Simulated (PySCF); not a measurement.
**SeH₅: one geometry, several methods**

Aim: at the PBE0 minimum of doublet SeH₅, found before, compare methods on energies and levels.

Method: several methods, basis Se def2-TZVP, H def2-TZVP, no relativity, density fitting; program: PySCF 2.14.0.

**1. The system as given**

6 atoms, charge 0, spin multiplicity 2.

Bond lengths: Se1–H2 1.473 Å, Se1–H3 1.627 Å, Se1–H4 1.627 Å, Se1–H5 1.627 Å, Se1–H6 1.627 Å. Angles: H2–Se1–H3 88.0°, H2–Se1–H4 88.0°, H2–Se1–H5 88.0°, H2–Se1–H6 88.0°, H3–Se1–H4 89.9°, H3–Se1–H5 176.0°, H3–Se1–H6 89.9°, H4–Se1–H5 89.9°, H4–Se1–H6 176.0°, H5–Se1–H6 89.9°.

Z-matrix (Å, degrees; charge 0 multiplicity 2):
```
Se
H  1 1.4732
H  1 1.6274 2 88.00
H  1 1.6274 2 88.00 3 -90.00
H  1 1.6274 2 88.00 3 180.00
H  1 1.6274 2 88.00 3 90.00
```

**2. Density, ELF and potential**

The plane holds Se1 at (0.00, 0.00), H2 at (1.47, 0.00), H3 at (0.06, 1.63), H5 at (0.06, -1.63) Å. Columns run from x = -1.95 to 3.75 Å, rows from y = 4.05 (top) to -3.75 Å, in steps of 0.3 Å.

Density (cut at 5 e/Å³):

Ten steps from '0' (0.000 e/Å³) to '9' (5.000 e/Å³), finer at the low end (step k begins (100^(k/10) - 1)/99 of the way up):
```
00000000000000000000
00000000000000000000
00000000000000000000
00000000000000000000
00000000000000000000
00000111110000000000
00001233211000000000
00012355421000000000
00012477531000000000
00013567532100000000
00123566542210000000
00134666654321000000
01246799765542100000
01346999976764100000
01346999976764100000
01246799765542100000
00134666654321000000
00123566542210000000
00013567532100000000
00012477531000000000
00012355421000000000
00001233211000000000
00000111110000000000
00000000000000000000
00000000000000000000
00000000000000000000
00000000000000000000
```

ELF (0 where the density is under 0.005 e/Å³):

Ten even steps from '0' (0.00) to '9' (1.00):
```
00000000000000000000
00000000000000000000
00000000000000000000
00000688700000000000
00008999997000000000
00089999999500000000
00389999999600000000
00279999999400000000
00159999997100000000
00037999983000000000
01236788852122200000
24567633455789860000
57886144159999990000
68984455439999996000
68984455439999996000
57886144159999990000
24567633455789860000
01236788852122200000
00037999983000000000
00159999997100000000
00279999999400000000
00389999999600000000
00089999999500000000
00008999997000000000
00000688700000000000
00000000000000000000
00000000000000000000
```

Highest occupied orbital at -5.27 eV (sign arbitrary; one member if degenerate):

Ten even steps from '0' (-0.59 Å^-3/2) to '9' (0.46 Å^-3/2):
```
55555555555555555555
55555555555555555555
55555555555555555555
55555555555555555555
55555444455555555555
55554444444555555555
55554433344555555555
55554322344455555555
55554310234555555555
55555432344555555555
56666544445555555555
66677765556666655555
66789876666776665555
67799703577887665555
67799703577887665555
66789876666776665555
66677765556666655555
56666544445555555555
55555432344555555555
55554310234555555555
55554322344455555555
55554433344555555555
55554444444555555555
55555444455555555555
55555555555555555555
55555555555555555555
55555555555555555555
```

Making the fields needed 0.8 s of wall time on 2 threads of Arm Neoverse V2, shared host.

**3. PBE0**

One driver script runs all steps and calls PySCF; scf.py shows the equivalent input of each level. Each SCF starts from the density of the minimum. The driver also runs the species with one electron less or more at the same geometry; their logs are not shown.

scf.py reads:

```python
from pyscf import gto, scf, dft
mol = gto.M(atom='''
Se    -0.000000     0.000000    -0.020178
H      0.000000    -0.000000     1.452978
H      1.626445    -0.000000     0.036760
H      0.000000     1.626445     0.036760
H     -1.626445     0.000000     0.036760
H     -0.000000    -1.626445     0.036760''',
    basis={'Se': 'def2-TZVP', 'H': 'def2-TZVP'},
    charge=0, spin=1)
mf = dft.UKS(mol, xc='PBE0')
mf.grids.atom_grid = (75, 302)
aux = {'Se': 'def2-universal-JKFIT', 'H': 'def2-universal-JKFIT'}
mf = mf.density_fit(auxbasis=aux)
mf.conv_tol = 1e-08
mf.diis_space = 10
mf.max_cycle = 60
mf.verbose = 4
mf.kernel()
```

On the command line:

```
$ OMP_NUM_THREADS=2 python axn.py task.json out
```

Standard output:

```text
init E= -2404.03863646824
[... the frontier-level lines of each cycle are left out ...]
cycle= 1 E= -2404.03863646825  delta_E= -7.73e-12  |g|= 1.05e-05  |ddm|= 1.88e-05
Extra cycle  E= -2404.03863646825  delta_E= -9.09e-13  |g|= 1.16e-05  |ddm|= 2.09e-05
converged SCF energy = -2404.03863646825  <S^2> = 0.75564478  2S+1 = 2.0056368
```

This level, with the species of one electron less or more, took 1.6 s.

- energy: -2404.038636 Eh
- one electron less (charge +1): -2403.762369 Eh (singlet, ⟨S²⟩ 0.00)
- one electron more (charge -1): -2404.062002 Eh (singlet, ⟨S²⟩ 0.00)
- Mulliken charge of Se1: -0.04 e

**4. HF**

Changes to scf.py since step 3:

```diff
@@ -11,2 +11 @@
-mf = dft.UKS(mol, xc='PBE0')
-mf.grids.atom_grid = (75, 302)
+mf = scf.UHF(mol)
```

Standard output:

```text
init E= -2402.47307693836
[... the frontier-level lines of each cycle are left out ...]
cycle= 1 E= -2402.48834144224  delta_E= -0.0153  |g|= 0.0531  |ddm|= 0.153
cycle= 2 E= -2402.4897162625  delta_E= -0.00137  |g|= 0.0201  |ddm|= 0.0759
cycle= 3 E= -2402.48998122253  delta_E= -0.000265  |g|= 0.00875  |ddm|= 0.0265
cycle= 4 E= -2402.49011819909  delta_E= -0.000137  |g|= 0.00322  |ddm|= 0.0277
cycle= 5 E= -2402.49014130898  delta_E= -2.31e-05  |g|= 0.00113  |ddm|= 0.0144
cycle= 6 E= -2402.49014414087  delta_E= -2.83e-06  |g|= 0.000358  |ddm|= 0.00502
cycle= 7 E= -2402.49014452101  delta_E= -3.8e-07  |g|= 0.00015  |ddm|= 0.00194
cycle= 8 E= -2402.49014459065  delta_E= -6.96e-08  |g|= 4.85e-05  |ddm|= 0.000791
cycle= 9 E= -2402.49014459651  delta_E= -5.86e-09  |g|= 1.9e-05  |ddm|= 0.000152
Extra cycle  E= -2402.4901445972  delta_E= -6.82e-10  |g|= 1.23e-05  |ddm|= 5.6e-05
converged SCF energy = -2402.4901445972  <S^2> = 0.77604759  2S+1 = 2.0258801
```

This level, with the species of one electron less or more, took 0.5 s.

```
energy                        : -2402.490145 Eh
one electron less (charge +1) : -2402.228645 Eh (singlet, ⟨S²⟩ 0.00)
one electron more (charge -1) : -2402.482694 Eh (singlet, ⟨S²⟩ 0.00)
Mulliken charge of Se1        : +0.15 e
```

**5. PBE**

Changes to scf.py since step 4:

```diff
@@ -11 +11,2 @@
-mf = scf.UHF(mol)
+mf = dft.UKS(mol, xc='PBE')
+mf.grids.atom_grid = (75, 302)
```

Standard output:

```text
init E= -2403.96277709483
[... the frontier-level lines of each cycle are left out ...]
cycle= 1 E= -2403.9648282058  delta_E= -0.00205  |g|= 0.0402  |ddm|= 0.101
cycle= 2 E= -2403.96486652203  delta_E= -3.83e-05  |g|= 0.035  |ddm|= 0.0279
cycle= 3 E= -2403.96500536747  delta_E= -0.000139  |g|= 0.00366  |ddm|= 0.0162
cycle= 4 E= -2403.9650117204  delta_E= -6.35e-06  |g|= 0.000761  |ddm|= 0.00567
cycle= 5 E= -2403.96501210261  delta_E= -3.82e-07  |g|= 0.000233  |ddm|= 0.0016
cycle= 6 E= -2403.96501214018  delta_E= -3.76e-08  |g|= 3.96e-05  |ddm|= 0.000252
cycle= 7 E= -2403.96501214143  delta_E= -1.26e-09  |g|= 6.31e-06  |ddm|= 8.82e-05
Extra cycle  E= -2403.96501214146  delta_E= -2.82e-11  |g|= 4.8e-06  |ddm|= 2.28e-05
converged SCF energy = -2403.96501214146  <S^2> = 0.75262114  2S+1 = 2.0026194
```

This level, with the species of one electron less or more, took 4 s.

```
energy                        : -2403.965012 Eh
one electron less (charge +1) : -2403.690898 Eh (singlet, ⟨S²⟩ 0.00)
one electron more (charge -1) : -2403.989116 Eh (singlet, ⟨S²⟩ 0.00)
Mulliken charge of Se1        : -0.04 e
```

**6. B3LYP**

Changes to scf.py since step 5:

```diff
@@ -11 +11 @@
-mf = dft.UKS(mol, xc='PBE')
+mf = dft.UKS(mol, xc='B3LYP')
```

Standard output:

```text
init E= -2404.3729388791
[... the frontier-level lines of each cycle are left out ...]
cycle= 1 E= -2404.3742567093  delta_E= -0.00132  |g|= 0.0194  |ddm|= 0.0963
cycle= 2 E= -2404.37423964862  delta_E= 1.71e-05  |g|= 0.0206  |ddm|= 0.0282
cycle= 3 E= -2404.37433623338  delta_E= -9.66e-05  |g|= 0.000986  |ddm|= 0.0169
cycle= 4 E= -2404.37433690254  delta_E= -6.69e-07  |g|= 0.000428  |ddm|= 0.00235
cycle= 5 E= -2404.37433705803  delta_E= -1.55e-07  |g|= 6.57e-05  |ddm|= 0.0011
cycle= 6 E= -2404.37433706441  delta_E= -6.38e-09  |g|= 2.26e-05  |ddm|= 0.000317
Extra cycle  E= -2404.37433706474  delta_E= -3.32e-10  |g|= 1.83e-05  |ddm|= 6.74e-05
converged SCF energy = -2404.37433706474  <S^2> = 0.7547603  2S+1 = 2.0047547
```

This level, with the species of one electron less or more, needed 3.6 s of wall time on 2 threads of Arm Neoverse V2, shared host.

* energy: -2404.374337 Eh
* one electron less (charge +1): -2404.093899 Eh (singlet, ⟨S²⟩ 0.00)
* one electron more (charge -1): -2404.402904 Eh (singlet, ⟨S²⟩ 0.00)
* Mulliken charge of Se1: +0.06 e

**7. r2SCAN**

Changes to scf.py since step 6:

```diff
@@ -11,2 +11,2 @@
-mf = dft.UKS(mol, xc='B3LYP')
-mf.grids.atom_grid = (75, 302)
+mf = dft.UKS(mol, xc='R2SCAN')
+mf.grids.atom_grid = (90, 434)
```

Standard output:

```text
init E= -2404.31555154709
[... the frontier-level lines of each cycle are left out ...]
cycle= 1 E= -2404.31654738476  delta_E= -0.000996  |g|= 0.00366  |ddm|= 0.0743
cycle= 2 E= -2404.31654739891  delta_E= -1.41e-08  |g|= 0.00375  |ddm|= 0.0126
cycle= 3 E= -2404.31655624923  delta_E= -8.85e-06  |g|= 0.00097  |ddm|= 0.00521
cycle= 4 E= -2404.31655649357  delta_E= -2.44e-07  |g|= 0.000292  |ddm|= 0.000807
cycle= 5 E= -2404.31655654482  delta_E= -5.12e-08  |g|= 5.04e-05  |ddm|= 0.000396
cycle= 6 E= -2404.31655654788  delta_E= -3.07e-09  |g|= 2.57e-05  |ddm|= 0.000124
Extra cycle  E= -2404.3165565481  delta_E= -2.15e-10  |g|= 2.71e-05  |ddm|= 7.93e-05
converged SCF energy = -2404.3165565481  <S^2> = 0.75536613  2S+1 = 2.0053589
```

This level, with the species of one electron less or more, took 10 s.

```
energy                        : -2404.316557 Eh
one electron less (charge +1) : -2404.038391 Eh (singlet, ⟨S²⟩ 0.00)
one electron more (charge -1) : -2404.340246 Eh (singlet, ⟨S²⟩ 0.00)
Mulliken charge of Se1        : +0.03 e
```

**8. TPSSh**

Changes to scf.py since step 7:

```diff
@@ -11 +11 @@
-mf = dft.UKS(mol, xc='R2SCAN')
+mf = dft.UKS(mol, xc='TPSSH')
```

Standard output:

```text
init E= -2404.27389641921
[... the frontier-level lines of each cycle are left out ...]
cycle= 1 E= -2404.27457007294  delta_E= -0.000674  |g|= 0.0399  |ddm|= 0.0857
cycle= 2 E= -2404.27447591065  delta_E= 9.42e-05  |g|= 0.0424  |ddm|= 0.0471
cycle= 3 E= -2404.27482245199  delta_E= -0.000347  |g|= 0.00236  |ddm|= 0.0305
cycle= 4 E= -2404.27482597402  delta_E= -3.52e-06  |g|= 0.000346  |ddm|= 0.00401
cycle= 5 E= -2404.27482606346  delta_E= -8.94e-08  |g|= 9.58e-05  |ddm|= 0.00051
cycle= 6 E= -2404.27482607089  delta_E= -7.43e-09  |g|= 3.14e-05  |ddm|= 0.00016
Extra cycle  E= -2404.27482607155  delta_E= -6.61e-10  |g|= 2.27e-05  |ddm|= 6.03e-05
converged SCF energy = -2404.27482607155  <S^2> = 0.75597483  2S+1 = 2.0059659
```

This level, with the species of one electron less or more, took 9.7 s.

- energy: -2404.274826 Eh
- one electron less (charge +1): -2403.996122 Eh (singlet, ⟨S²⟩ 0.00)
- one electron more (charge -1): -2404.298939 Eh (singlet, ⟨S²⟩ 0.00)
- Mulliken charge of Se1: +0.04 e

**9. MN15**

Changes to scf.py since step 8:

```diff
@@ -11 +11 @@
-mf = dft.UKS(mol, xc='TPSSH')
+mf = dft.UKS(mol, xc='MN15')
```

Standard output:

```text
init E= -2404.61050748991
[... the frontier-level lines of each cycle are left out ...]
cycle= 1 E= -2404.62810615721  delta_E= -0.0176  |g|= 0.145  |ddm|= 0.279
cycle= 2 E= -2404.62833945064  delta_E= -0.000233  |g|= 0.131  |ddm|= 0.119
cycle= 3 E= -2404.63069069092  delta_E= -0.00235  |g|= 0.00632  |ddm|= 0.0687
cycle= 4 E= -2404.63071200306  delta_E= -2.13e-05  |g|= 0.00145  |ddm|= 0.0114
cycle= 5 E= -2404.63071379774  delta_E= -1.79e-06  |g|= 0.0003  |ddm|= 0.00322
cycle= 6 E= -2404.63071400911  delta_E= -2.11e-07  |g|= 0.000121  |ddm|= 0.00167
cycle= 7 E= -2404.63071405196  delta_E= -4.29e-08  |g|= 3.55e-05  |ddm|= 0.000984
cycle= 8 E= -2404.630714055  delta_E= -3.04e-09  |g|= 6.71e-06  |ddm|= 0.000272
Extra cycle  E= -2404.63071405511  delta_E= -1.11e-10  |g|= 3.02e-06  |ddm|= 5.1e-05
converged SCF energy = -2404.63071405511  <S^2> = 0.7539152  2S+1 = 2.0039114
```

This level, with the species of one electron less or more, took 11 s.

- energy: -2404.630714 Eh
- one electron less (charge +1): -2404.356616 Eh (singlet, ⟨S²⟩ 0.00)
- one electron more (charge -1): -2404.659508 Eh (singlet, ⟨S²⟩ 0.00)
- Mulliken charge of Se1: -0.02 e

**10. revPBE**

Changes to scf.py since step 9:

```diff
@@ -11,2 +11,2 @@
-mf = dft.UKS(mol, xc='MN15')
-mf.grids.atom_grid = (90, 434)
+mf = dft.UKS(mol, xc='PBE_R,PBE')
+mf.grids.atom_grid = (75, 302)
```

Standard output:

```text
init E= -2404.1405162164
[... the frontier-level lines of each cycle are left out ...]
cycle= 1 E= -2404.1423084799  delta_E= -0.00179  |g|= 0.0364  |ddm|= 0.085
cycle= 2 E= -2404.14224589256  delta_E= 6.26e-05  |g|= 0.0375  |ddm|= 0.0313
cycle= 3 E= -2404.14246892227  delta_E= -0.000223  |g|= 0.00418  |ddm|= 0.0257
cycle= 4 E= -2404.14247931592  delta_E= -1.04e-05  |g|= 0.000543  |ddm|= 0.0068
cycle= 5 E= -2404.14247951812  delta_E= -2.02e-07  |g|= 0.000191  |ddm|= 0.00101
cycle= 6 E= -2404.14247954322  delta_E= -2.51e-08  |g|= 3.26e-05  |ddm|= 0.000237
cycle= 7 E= -2404.14247954398  delta_E= -7.59e-10  |g|= 5.1e-06  |ddm|= 5.56e-05
Extra cycle  E= -2404.14247954399  delta_E= -1.46e-11  |g|= 3.82e-06  |ddm|= 1.74e-05
converged SCF energy = -2404.14247954399  <S^2> = 0.75277878  2S+1 = 2.0027769
```

This level, with the species of one electron less or more, needed 4.5 s of wall time on 2 threads of Arm Neoverse V2, shared host.

* energy: -2404.142480 Eh
* one electron less (charge +1): -2403.868831 Eh (singlet, ⟨S²⟩ 0.00)
* one electron more (charge -1): -2404.164714 Eh (singlet, ⟨S²⟩ 0.00)
* Mulliken charge of Se1: -0.00 e

**11. Comparison of the levels**

| level | atomisation energy (kJ/mol) | vertical ionisation energy (eV) | vertical electron affinity (eV) | −ε(HOMO) (eV) | gap (eV) | dipole (D) | wall time |
| --- | --- | --- | --- | --- | --- | --- | --- |
| PBE0 | 862 | 7.52 | 0.64 | 5.27 | 2.65 | 0.48 | 1.6 s |
| HF | 430 | 7.12 | -0.20 | 7.77 | 8.62 | 0.44 | 0.5 s |
| PBE | 898 | 7.46 | 0.66 | 4.32 | 0.81 | 0.45 | 4 s |
| B3LYP | 887 | 7.63 | 0.78 | 5.18 | 2.19 | 0.43 | 3.6 s |
| r2SCAN | 896 | 7.57 | 0.64 | 4.56 | 1.24 | 0.49 | 10 s |
| TPSSh | 934 | 7.58 | 0.66 | 4.87 | 1.79 | 0.45 | 9.7 s |
| MN15 | 845 | 7.46 | 0.78 | 5.73 | 3.42 | 0.46 | 11 s |
| revPBE | 867 | 7.45 | 0.61 | 4.30 | 0.83 | 0.43 | 4.5 s |

Times are for 2 threads of Arm Neoverse V2, shared host; PBE0 starts from its own converged density, so its time is not comparable. A dash stands where a species or a free atom was not run at that level, or the quantity is not defined.

Atomisation goes to high-spin atoms in their ground configurations, run at the same level, without zero-point energy.

**12. Results**

| quantity | value |
| --- | --- |
| atomisation energy, range | 430 (HF) to 934 (TPSSh) kJ/mol |
| vertical ionisation energy, range | 7.12 (HF) to 7.63 (B3LYP) eV |
| vertical electron affinity, range | -0.20 (HF) to 0.78 (MN15) eV |
| orbital gap, range | 0.81 (PBE) to 8.62 (HF) eV |

What this shows: The atomisation energy spreads over 503 kJ/mol, from HF to TPSSh; without a CCSD(T) value for it there is no yardstick here. Without diffuse functions electron affinities tend to come out too low.
